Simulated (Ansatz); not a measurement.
# CH7ClMgOSi: the cost of one run

Method: RKS B3LYP-D4/6-31G*, in Ansatz 0.2.0.

## Step 1: The starting structure

Bond lengths: Mg1–Cl2 2.838 Å, Mg1–C3 2.086 Å, Mg1–O5 2.418 Å, O5–Si6 1.611 Å, C3–H7 1.087 Å, C3–H8 1.087 Å, C3–H9 1.085 Å, Si6–H10 1.471 Å, Si6–H11 1.467 Å, Si6–H12 1.470 Å. Angles (14 of 16 angles, heavy atoms first): Cl2–Mg1–C3 138.6°, Cl2–Mg1–O5 68.4°, C3–Mg1–O5 131.1°, Mg1–O5–Si6 167.3°, Mg1–C3–H7 106.3°, Mg1–C3–H8 108.7°, Mg1–C3–H9 113.9°, O5–Si6–H10 109.6°, O5–Si6–H11 109.2°, O5–Si6–H12 105.3°, H7–C3–H8 109.3°, H7–C3–H9 109.2°, H8–C3–H9 109.3°, H10–Si6–H11 110.8°.

As a file:

```xyz
12

Mg    0.0836    1.4396   -0.1408
Cl    1.4215    1.0274    2.3282
C     0.5265    2.1058   -2.0677
H     0.4288   -0.2116    1.5852
O    -0.3067   -0.7845    0.7231
Si   -0.8777   -2.2360    1.1274
H     0.6259    1.2148   -2.6824
H     1.4758    2.6346   -2.0440
H    -0.2333    2.7516   -2.4953
H    -1.9296   -2.0866    2.1445
H     0.2225   -3.0624    1.6348
H    -1.4375   -2.7925   -0.1128
```

## Step 2: Pulling towards end A

Springs on the bonds that form and break draw the guess towards this end; the thresholds are loose.

Contents of input.yaml:

```yaml
crystal:
  periodic: [false, false, false]
  atoms:
    - { symbol: Mg, position_ang: [0.0836, 1.4396, -0.1408] }
    - { symbol: Cl, position_ang: [1.4215, 1.0274, 2.3282] }
    - { symbol: C, position_ang: [0.5265, 2.1058, -2.0677] }
    - { symbol: H, position_ang: [0.4288, -0.2116, 1.5852] }
    - { symbol: O, position_ang: [-0.3067, -0.7845, 0.7231] }
    - { symbol: Si, position_ang: [-0.8777, -2.236, 1.1274] }
    - { symbol: H, position_ang: [0.6259, 1.2148, -2.6824] }
    - { symbol: H, position_ang: [1.4758, 2.6346, -2.044] }
    - { symbol: H, position_ang: [-0.2333, 2.7516, -2.4953] }
    - { symbol: H, position_ang: [-1.9296, -2.0866, 2.1445] }
    - { symbol: H, position_ang: [0.2225, -3.0624, 1.6348] }
    - { symbol: H, position_ang: [-1.4375, -2.7925, -0.1128] }
basis:
  gaussian: { orbitals: "6-31G*" }
hamiltonian:
  xc: b3lyp
  dispersion: d4
relax:
  f_tol: 0.15
  max_steps: 25
  restrain:
    - { distance: [0, 4], at: 3.37, k: 30.0 }
    - { distance: [3, 1], at: 2.63, k: 30.0 }
    - { distance: [0, 1], at: 2.43, k: 30.0 }
    - { distance: [3, 4], at: 0.97, k: 30.0 }
output:
  orbitals: {}
```

Command:

```bash
> ansatz run input.yaml --threads 2 --pin off --max-ram 3072MiB --backend cpu --events-out ev --progress --plain --runs-dir out
```

What time and memory should one allow on 2 threads of Arm Neoverse N1, shared host?

About 62 s, with a peak of 0.23 GiB.
